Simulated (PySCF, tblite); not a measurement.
**C6H8BClF2: geometry, infrared bands and NMR shifts**

What infrared bands and NMR shifts should C6H8BClF2 (`C=C[C@H](Cl)/C(C)=C\B(F)F`) show?

Programs: tblite 0.8.0 and PySCF 2.14.0, with density-fitted response routines of our own. Each step states its level of theory. These are calculated values for one molecule in the gas phase, unless marked as measured. Atoms are numbered from 0 throughout.

### Step 1. The molecule as given

18 atoms, charge 0, multiplicity 1; geometry from: force field or distance geometry start.

Bonds of the start (Å): C0–C1 1.35, C1–C2 1.48, C2–Cl3 1.80, C2–C4 1.50, C4–C5 1.49, C4–C6 1.33, C6–B7 1.58, B7–F8 1.46, B7–F9 1.46, C0–H10 1.08, C0–H11 1.10, C1–H12 1.11, C2–H13 1.11, C5–H14 1.10, C5–H15 1.12, C5–H16 1.10, C6–H17 1.09.

### Step 2. Optimising the geometry with GFN2-xTB

Job settings and geometry (Å):

```
{"job": {"kind": "relax", "xc": "GFN2-xTB", "basis": "xTB"}, "charge": 0, "multiplicity": 1}
C      2.882200     0.574300    -0.230400
C      1.720600    -0.112100    -0.153300
C      0.533200     0.245200    -0.952400
Cl     0.314100     2.023800    -0.745500
C     -0.685100    -0.504700    -0.516700
C     -0.733900    -1.995200    -0.573300
C     -1.773300     0.119200    -0.082900
B     -1.851300     1.690400     0.024300
F     -2.443900     2.314300    -1.160500
F     -2.248500     2.303100     1.284900
H      3.707700     0.257400     0.387000
H      2.948800     1.435500    -0.906400
H      1.693300    -0.966200     0.558400
H      0.755600     0.086800    -2.027700
H     -0.560100    -2.338500    -1.603400
H     -1.704700    -2.336200    -0.143100
H      0.094700    -2.353400     0.063200
H     -2.658300    -0.437100     0.236500
```

Command:

```bash
> OMP_NUM_THREADS=1 python probes_run.py task.json out
```

One launch serves the whole session: the jobs run in the order shown.

**Question.** This job is followed by: GFN2-xTB harmonic vibrations, gas phase; GIAO PBE0/pcSseg-1 NMR shielding, non-relativistic, gas phase. Predict these results of the whole session: strongest single infrared mode (GFN2-xTB); zero-point energy (GFN2-xTB); 13C shifts against TMS (PBE0/pcSseg-1); 1H shifts against TMS (PBE0/pcSseg-1, means over atoms taken as alike); 35Cl shifts against HCl (PBE0/pcSseg-1); 11B shifts against BF3·OEt2 (PBE0/pcSseg-1); 19F shifts against CFCl3 (PBE0/pcSseg-1, means over atoms taken as alike).

The runs gave:

| quantity | value |
| --- | --- |
| strongest single infrared mode (GFN2-xTB) | 1171 cm⁻¹, 215 km/mol |
| zero-point energy (GFN2-xTB) | 80.5 kcal/mol |
| 13C shifts against TMS (PBE0/pcSseg-1) | 153.9, 147.6, 133.7, 126.5, 80.1, 22.3 ppm |
| 1H shifts against TMS (PBE0/pcSseg-1, means over atoms taken as alike) | 5.94, 5.92, 5.58, 5.58, 4.66, 1.87 ppm |
| 35Cl shifts against HCl (PBE0/pcSseg-1) | 256 ppm |
| 11B shifts against BF3·OEt2 (PBE0/pcSseg-1) | 20.2 ppm |
| 19F shifts against CFCl3 (PBE0/pcSseg-1, means over atoms taken as alike) | -90.1 ppm |

What this shows: Relaxing lowered the energy by 0.994 eV in 147 steps; the close pair that moved most is B7–F8, from 1.464 to 1.336 Å. No mode is imaginary among the 48: a minimum at this level. The strongest single mode, at 1171 cm⁻¹, moves mainly B7 and H13. GFN2-xTB is a fitted tight-binding method: band positions and strengths are rough. Its intensities can rank the bands wrongly. At PBE0/pcSseg-1: Shielding is most anisotropic at Cl3 (span 335 ppm, paramagnetic term -456 ppm).
